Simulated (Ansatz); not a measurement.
# NaGeH (singlet): the correlation ladder at distance Ge1–Na2 = 3.445 Å, 6-31G

Aim: climb from Hartree-Fock through coupled cluster and multireference methods for NaGeH (singlet) at one geometry and basis, and see what each rung misses.

The runs use Ansatz 0.2.0, Gaussian basis; 6-31G, core rule «outside noble gas», up to 19 orbitals frozen.

The runs, in order: UHF; CCSD(T) on RHF; CCSD(T) on UHF; BCCD(T) on RHF; CISD; CCSDT(Q) on RHF; CCSDT(Q) on UHF; CCSDTQ on RHF; CASSCF and MRCISD+Q, 2 electrons in 2 orbitals; CASSCF and NEVPT2, 2 electrons in 2 orbitals; Full CI.

38 further runs of the same task are left out: 23 for a known fault of the program, 14 that didn't finish, 1 set aside as unsound or not needed. Runs told in other sessions of the task aren't counted.

## Step 1: The system

The geometry derives from a PBE0/def2-TZVP stationary point (not a proven minimum). One bond is set to the value named and the two fragments are kept rigid. No spin-orbit coupling is included. The filled d shell of Ge may be among the frozen orbitals whatever the setting's name suggests.

3 atoms, charge 0, spin multiplicity 1.

Atoms are counted from 1 here; the program's logs count them from 0.

Bond lengths: Ge1–H3 1.609 Å.

Coordinates:

```xyz
3
GeHNa
Ge    0.0000   -0.0288    0.8204
Na    0.0000    0.0219   -2.6242
H     0.0000    1.5775    0.7263
```

## Step 2: UHF

File in.yaml:

```yaml
crystal:
  periodic: [false, false, false]
  atoms:
    - {symbol: Ge, position_ang: [0.000000, -0.028804, 0.820447]}
    - {symbol: Na, position_ang: [0.000000, 0.021850, -2.624181]}
    - {symbol: H, position_ang: [0.000000, 1.577463, 0.726317]}
basis:
  gaussian: {orbitals: 6-31G}
magnetization: {spin_polarized: true, initial_magnetization: 0}
hamiltonian: {xc: hf}
output: {orbitals: {seedname: orbitals}}
```

On the command line:

```bash
ansatz run in.yaml --threads 1 --pin off --events-out ev --progress --plain --max-ram 2393MiB
```

After this run come: CCSD(T) on RHF; CCSD(T) on UHF; BCCD(T) on RHF; CISD; CCSDT(Q) on RHF; CCSDT(Q) on UHF; CCSDTQ on RHF; CASSCF and MRCISD+Q, 2 electrons in 2 orbitals; CASSCF and NEVPT2, 2 electrons in 2 orbitals; Full CI.

Q: Predict the results of all the runs planned. Wanted: FCI from the RHF energy; RMP2 from FCI; UMP2 from FCI; RCCSD from FCI; RCCSD(T) from FCI; UCCSD(T) from FCI; RCCSDT(Q) from FCI; UCCSDT(Q) from FCI; NEVPT2 pair from FCI.

**Answer**, as computed:

```
                         quantity                                                                                      value
          FCI from the RHF energy                                                                                 -1.9806 eV
                    RMP2 from FCI                                                                                 +655.5 meV
                    UMP2 from FCI                                                                                 +734.6 meV
                   RCCSD from FCI                                                                                  +56.1 meV
                RCCSD(T) from FCI                                                                                  +13.9 meV
                UCCSD(T) from FCI                                                                                  +22.3 meV
               RCCSDT(Q) from FCI                                                                                   +1.5 meV
               UCCSDT(Q) from FCI                                                                                   +2.9 meV
             NEVPT2 pair from FCI                                                                                 +449.1 meV
           MRCISD+Q pair from FCI                                                                                   -7.7 meV
levels within 1 kcal/mol (43 meV)  RCCSD(T), UCCSD(T), BCCD(T), RCCSDT, UCCSDT, RCCSDT(Q), UCCSDT(Q), RCCSDTQ, MRCISD+Q pair
                    T1 diagnostic                                                                                      0.049
   effectively unpaired electrons                                                                                       0.23
```

**Reading.** RCCSD(T) misses by +13.9 meV, 0.7 % of the correlation energy. MRCISD+Q pair falls below full CI: the +Q correction isn't variational, and the cores differ from full CI's. The occupations show static correlation (0.23 effectively unpaired electrons where one determinant has 0). Of the multireference levels listed MRCISD+Q pair comes nearest in total energy (-7.7 meV), which doesn't show that its space is the better one. Coupled cluster took another determinant than the lowest Hartree-Fock one. These misses are within one basis, not against nature.
